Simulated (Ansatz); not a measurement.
# AlBClFH7NSi2: the cost of one run

Program: Ansatz 0.2.0. Level of theory: RKS PBE/6-31G*. These are calculated values, not measurements.

### 1 Starting point

Bond lengths: F1–B2 1.399 Å, B2–Al3 2.055 Å, Al3–Si4 2.327 Å, Si4–Cl5 2.135 Å, Si4–N6 1.813 Å, N6–Si7 1.817 Å, B2–H8 1.182 Å, Al3–H9 1.651 Å, Si4–H10 1.404 Å, N6–H11 1.072 Å, Si7–H12 1.473 Å, Si7–H13 1.457 Å, Si7–H14 1.471 Å. Angles (14 of 21 angles, heavy atoms first): F1–B2–Al3 120.1°, B2–Al3–Si4 122.6°, Al3–Si4–Cl5 107.0°, Al3–Si4–N6 110.5°, Cl5–Si4–N6 105.1°, Si4–N6–Si7 105.6°, F1–B2–H8 121.2°, Al3–B2–H8 118.7°, B2–Al3–H9 118.5°, Si4–Al3–H9 118.9°, Al3–Si4–H10 113.1°, Cl5–Si4–H10 108.4°, N6–Si4–H10 112.2°, Si4–N6–H11 107.5°.

Structure file:

```xyz
14

F    -1.9940   -1.2103    2.2894
B    -0.6987   -0.9379    2.7426
Al    0.5184    0.3317    1.6804
Si   -0.1720    1.3816   -0.2779
Cl   -1.8555    2.5958    0.2236
N    -0.8048    0.1627   -1.4610
Si    0.6651   -0.6213   -2.1873
H    -0.2670   -1.4575    3.7124
H     2.0559    0.5896    2.2241
H     0.8168    2.2045   -0.8403
H    -1.3197   -0.5928   -0.9018
H     1.4620   -1.2701   -1.1314
H     1.4007    0.4186   -2.8956
H     0.1798   -1.6237   -3.1484
```

### 2 Relaxing end A

input.yaml reads:

```yaml
crystal:
  periodic: [false, false, false]
  atoms:
    - { symbol: F, position_ang: [-1.994, -1.2103, 2.2894] }
    - { symbol: B, position_ang: [-0.6987, -0.9379, 2.7426] }
    - { symbol: Al, position_ang: [0.5184, 0.3317, 1.6804] }
    - { symbol: Si, position_ang: [-0.172, 1.3816, -0.2779] }
    - { symbol: Cl, position_ang: [-1.8555, 2.5958, 0.2236] }
    - { symbol: "N", position_ang: [-0.8048, 0.1627, -1.461] }
    - { symbol: Si, position_ang: [0.6651, -0.6213, -2.1873] }
    - { symbol: H, position_ang: [-0.267, -1.4575, 3.7124] }
    - { symbol: H, position_ang: [2.0559, 0.5896, 2.2241] }
    - { symbol: H, position_ang: [0.8168, 2.2045, -0.8403] }
    - { symbol: H, position_ang: [-1.3197, -0.5928, -0.9018] }
    - { symbol: H, position_ang: [1.462, -1.2701, -1.1314] }
    - { symbol: H, position_ang: [1.4007, 0.4186, -2.8956] }
    - { symbol: H, position_ang: [0.1798, -1.6237, -3.1484] }
basis:
  gaussian: { orbitals: "6-31G*" }
hamiltonian:
  xc: pbe
relax:
  f_tol: 0.015
  max_steps: 40
```

Started as:

```sh
> ansatz run input.yaml --threads 2 --pin off --max-ram 3072MiB --backend cpu --events-out ev --progress --plain --runs-dir out
```

Q: Estimate wall time and peak memory on 2 threads of Intel Xeon Platinum 8488C (Sapphire Rapids), shared host.

About 2 min, with a peak of 0.25 GiB.
